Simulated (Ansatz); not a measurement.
# C₆H₁₄Mg: one species, many methods

One table from this session's results is given with a row withheld; the runs are named, their logs left out.

Program: Ansatz 0.2.0, Gaussian basis. Level of theory: functionals in def2-TZVPP, the program's frozen cores in correlated methods. These are calculated values, not measurements.

Plan: LDA (SPW92), PBE-D4, revPBE-D4, BLYP-D4, r2SCAN-D4, B97M-V, PBE0-D4, B3LYP-D4, r2SCANh-D4, r2SCAN0-D4, HSE06-D4, BHLYP-D4, CAM-B3LYP-D4, LC-ωPBE, ωB97X-V, ωB97M-V, B2PLYP, PBE-QIDH; CCSD(T)/def2-SVP; CCSD(T)/def2-TZVPP; MP2/def2-QZVPP; extrapolation to the limit; RPA on PBE.

## The geometry

All runs share one geometry, relaxed beforehand with PBE0-D4 in a triple-zeta def2 set.

SMILES `C[CH](C)[Mg][CH](C)C`, 21 atoms, charge 0, spin multiplicity 1.

Atoms are counted from 1 here; the program's logs count them from 0.

Bond lengths: C1–C2 1.528 Å, C1–H8 1.096 Å, C1–H9 1.095 Å, C1–H10 1.101 Å, C2–C3 1.528 Å, C2–Mg4 2.121 Å, C2–H11 1.100 Å, C3–H12 1.101 Å, C3–H13 1.096 Å, C3–H14 1.095 Å, Mg4–C5 2.121 Å, C5–C6 1.528 Å, C5–C7 1.528 Å, C5–H15 1.100 Å, C6–H16 1.101 Å, C6–H17 1.096 Å, C6–H18 1.095 Å, C7–H19 1.095 Å and more. Angles: C2–C1–H8 112.0°, C2–C1–H9 112.7°, C2–C1–H10 111.8°, H8–C1–H9 107.0°, H8–C1–H10 106.2°, H9–C1–H10 106.8°, C1–C2–C3 110.3°, C1–C2–Mg4 112.7°, C1–C2–H11 107.4°, C3–C2–Mg4 112.7°, C3–C2–H11 107.4°, Mg4–C2–H11 105.9°, C2–C3–H12 111.8°, C2–C3–H13 112.0°, C2–C3–H14 112.7°, H12–C3–H13 106.2°, H12–C3–H14 106.8°, H13–C3–H14 107.0° and more.

The first run:

File in.yaml:

```yaml
crystal:
  periodic: [false, false, false]
  atoms:
    - {symbol: C, position_ang: [2.070951, -2.075940, -0.541385]}
    - {symbol: C, position_ang: [1.492286, -0.887155, -1.306393]}
    - {symbol: C, position_ang: [0.734181, -1.370621, -2.541277]}
    - {symbol: Mg, position_ang: [0.326322, 0.389329, -0.077424]}
    - {symbol: C, position_ang: [-0.867430, 1.633891, 1.157596]}
    - {symbol: C, position_ang: [-2.267536, 1.859582, 0.590059]}
    - {symbol: C, position_ang: [-0.954620, 1.128280, 2.596367]}
    - {symbol: H, position_ang: [1.285775, -2.725196, -0.136621]}
    - {symbol: H, position_ang: [2.699297, -1.770510, 0.301606]}
    - {symbol: H, position_ang: [2.692876, -2.713900, -1.187985]}
    - {symbol: H, position_ang: [2.338326, -0.278235, -1.657160]}
    - {symbol: H, position_ang: [1.361160, -2.011120, -3.180435]}
    - {symbol: H, position_ang: [-0.143575, -1.971097, -2.275123]}
    - {symbol: H, position_ang: [0.379414, -0.546551, -3.168808]}
    - {symbol: H, position_ang: [-0.360980, 2.609868, 1.181898]}
    - {symbol: H, position_ang: [-2.864772, 2.527137, 1.230022]}
    - {symbol: H, position_ang: [-2.834383, 0.924485, 0.511691]}
    - {symbol: H, position_ang: [-2.251436, 2.308285, -0.408518]}
    - {symbol: H, position_ang: [0.026942, 1.038997, 3.073126]}
    - {symbol: H, position_ang: [-1.430720, 0.142625, 2.656945]}
    - {symbol: H, position_ang: [-1.556579, 1.798644, 3.228918]}
basis:
  gaussian: {orbitals: def2-TZVPP}
hamiltonian: {xc: lda}
output: {orbitals: {seedname: orbitals}}
```

Started as:

```console
ansatz run in.yaml --threads 2 --pin off --events-out ev --progress --plain --max-ram 31744MiB --backend cuda --devices 0, --max-vram 18GiB
```

Among the steps run: LDA; PBE-D4 (GGA); revPBE-D4 (GGA); BLYP-D4 (GGA); r2SCAN-D4 (meta-GGA); B97M-V (meta-GGA); PBE0-D4 (hybrid); B3LYP-D4 (hybrid); r2SCANh-D4 (hybrid); r2SCAN0-D4 (hybrid); HSE06-D4 (hybrid); BHLYP-D4 (hybrid); CAM-B3LYP-D4 (range-separated); LC-ωPBE (range-separated); ωB97X-V (range-separated); ωB97M-V (range-separated); B2PLYP (double hybrid); PBE-QIDH (double hybrid).

One table of the session follows, with a row left open; its other results are not shown here.

It belongs to the step «Frontier levels by functional». 

| functional | HOMO (eV) | gap (eV) |
| --- | --- | --- |
| LDA (SPW92) | -4.62 | 3.18 |
| PBE-D4 | -4.51 | 3.25 |
| revPBE-D4 | -4.45 | 3.28 |
| BLYP-D4 | ? | ? |
| r2SCAN-D4 | -4.67 | 3.79 |
| B97M-V | -4.78 | 3.47 |
| PBE0-D4 | -5.58 | 4.99 |
| B3LYP-D4 | -5.42 | 4.59 |
| r2SCANh-D4 | -5.08 | 4.41 |
| r2SCAN0-D4 | -5.71 | 5.34 |
| HSE06-D4 | -5.19 | 4.25 |
| BHLYP-D4 | -6.61 | 6.57 |
| CAM-B3LYP-D4 | -6.87 | 6.99 |
| LC-ωPBE | -8.15 | 9.24 |
| ωB97X-V | -7.83 | 8.76 |
| ωB97M-V | -7.71 | 8.17 |

Estimate the missing values for BLYP-D4.

Worked estimate for «HOMO (eV)». Against the share of exact exchange, B3LYP-D4 (0.2, -5.42), BHLYP-D4 (0.5, -6.61) give a slope of -3.97 per unit share; at 0 the line stands at -4.63.

As computed: HOMO (eV): -4.40; gap (eV): 3.21. In «HOMO (eV)» the line misses by -0.23.
